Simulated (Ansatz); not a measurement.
A first try at a test of the smearing width of Hg₃Pt, space group Pm-3m, using Ansatz 0.2.0, Python API.

`smear.py`:
```python
"""Smearing width test for Hg3Pt."""

import ansatz

FUNCTIONAL = "r2scan"
CUTOFF_EV = 550
KMESH = (4, 4, 4)
KSPACING = 0.3

hg3pt = (
    ansatz.Lattice.of([4.344221, 0.0, 0.0], [0.0, 4.344221, 0.0], [0.0, 0.0, 4.344221])
    .atom("Hg", [0.0, 0.5, 0.5])
    .atom("Hg", [0.5, 0.0, 0.5])
    .atom("Hg", [0.5, 0.5, 0.0])
    .atom("Pt", [0.0, 0.0, 0.0])
)

calc = (
    hg3pt.calculation()
    .functional(FUNCTIONAL)
    .basis(CUTOFF_EV)
    .kpoints(*KMESH, spacing=KSPACING)
    .stress()
)

rows = []
for value in [0.5, 0.3, 0.2, 0.1]:
    data = calc.occupations("gaussian", width=value).run(threads=1).report
    rows.append((value, data["free_energy_ev"] / len(data["lattice"]["sites"]), data["n_iterations"], sum(data["stress_gpa"][i][i] for i in range(3)) / 3, data["n_kpoints"]))

print("  width (eV)   F/atom (eV)    iterations       P (GPa)      k-points")
for row in rows:
    print(f"{str(row[0]):>12s}  {row[1]:12.5f}  {row[2]:12d}  {row[3]:12.3f}  {row[4]:12d}")

# the last row is the reference
for row in rows[:-1]:
    shift = 1000 * (row[1] - rows[-1][1])
    print(f"{row[0]}: {shift:+.2f} meV/atom" + ("  (within 2 meV)" if abs(shift) < 2 else ""))
```

Output of `python smear.py`:
```text
Traceback (most recent call last):
  File "smear.py", line 19, in <module>
    hg3pt.calculation()
    ~~~~~~~~~~~~~~~~~~~
    .functional(FUNCTIONAL)
    ~~~~~~~~~~~~~~~~~~~~~~~
    .basis(CUTOFF_EV)
    ~~~~~~~~~~~~~~~~~
    .kpoints(*KMESH, spacing=KSPACING)
    ~~~~~~~~^^^^^^^^^^^^^^^^^^^^^^^^^^
  ...
ansatz.errors.InputError: .kpoints(mesh=…, spacing=…): a call gives one of these, and each replaces what the others stated  [kpoints.mp_grid]
```
(Library frames cut from the traceback.)

Why does it end like this?

The fault: mesh divisions and a spacing exclude each other. The change:

```diff
--- before
+++ after
@@ -6,4 +6,3 @@
 CUTOFF_EV = 550
-KMESH = (4, 4, 4)
-KSPACING = 0.3
+KMESH = (5, 5, 5)
 
@@ -21,3 +20,3 @@
     .basis(CUTOFF_EV)
-    .kpoints(*KMESH, spacing=KSPACING)
+    .kpoints(mesh=KMESH)
     .stress()
```

With that change:

`python smear.py` gives:
```text
  width (eV)   F/atom (eV)    iterations       P (GPa)      k-points
         0.5  -13504.91895             8        -3.456            10
         0.3  -13504.90049             8        -3.709            10
         0.2  -13504.89375             8        -3.851            10
         0.1  -13504.88895             8        -3.955            10
0.5: -30.00 meV/atom
0.3: -11.54 meV/atom
0.2: -4.79 meV/atom
```

Caveats:
- For a metal this k-point mesh is coarse: on a finer one energies can move by several to tens of meV an atom and pressures by half a GPa or more, differences at one mesh by less.
- The free energy holds a sizeable smearing term, which stands for no physical temperature.
- The narrowest width needs the finest mesh, so the last row is no converged reference.
- Pressure is positive in compression.
- Spin-orbit coupling, which matters for elements this heavy, is left out.
- The structure comes from a database of computed cells and needn't be a stable or known phase.
- The whole script took 22 s on 1 thread of Arm Neoverse V2, with other jobs on the host, peak memory 0.61 GiB.
